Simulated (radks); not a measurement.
# The Coulomb parameter U of the 5d shell of Hg³⁺

One table from this session's results is given with a row withheld; the runs are named, their logs left out.

The numbers are computed with radks (a radial shooting solver on a logarithmic mesh, Libxc functionals) version 1 (Dirac Kohn-Sham, PBE, spin-unpolarised, spherical densities, finite nucleus; open shells are shared between the two j in proportion to 2j + 1), except any that are marked as measured or tabulated.

**The atom as given**

| Quantity | Value |
| --- | --- |
| element | mercury (Z = 80) |
| charge | +3 |
| electrons | 77 |
| configuration | [Xe] 4f14 5d7 6p2 |
| nuclear rms radius | 5.4648 fm |

The outer shells:

Hg³⁺
```
[Xe] core
4f [↑↓][↑↓][↑↓][↑↓][↑↓][↑↓][↑↓]
5d [↑↓][↑↓][↑ ][↑ ][↑ ]
6p [↑ ][↑ ][  ]
```

The first run:

Settings of this run:

```text
Z 80
configuration [Xe] 4f14 5d7 6p2
relativity Dirac
functional pbe,pbe
spin unpolarised
j_filling average
nucleus finite rms 5.4648 fm
c 137.035999084
```

Among the steps run: Start: [Xe] 4f14 5d7 6p2.

One table of the session follows, with a row left open; its other results are not shown here.

It belongs to the step «Start: [Xe] 4f14 5d7 6p2». From the orbitals of this run (lengths in bohr):

| level | <r> | outermost maximum (interpolated) | 90 % within | nodes |
| --- | --- | --- | --- | --- |
| 4f5/2 | 0.4784 | 0.364 | 0.765 | 0 |
| 4f7/2 | 0.4850 | 0.369 | 0.775 | 0 |
| 5p1/2 | 0.9595 | 0.870 | 1.38 | 3 |
| 5p3/2 | 1.047 | 0.946 | 1.51 | 3 |
| 5d3/2 | 1.302 | 1.11 | 1.94 | 2 |
| 5d5/2 | 1.340 | 1.14 | 2.00 | 2 |
| 6p1/2 | 2.430 | 2.19 | 3.48 | 4 |
| 6p3/2 | ? | ? | ? | ? |

**Question.** Estimate the row for 6p3/2.

The run gave: <r>: 2.631; outermost maximum (interpolated): 2.38; 90 % within: 3.76; nodes: 4. In the column «<r>» it is the highest.
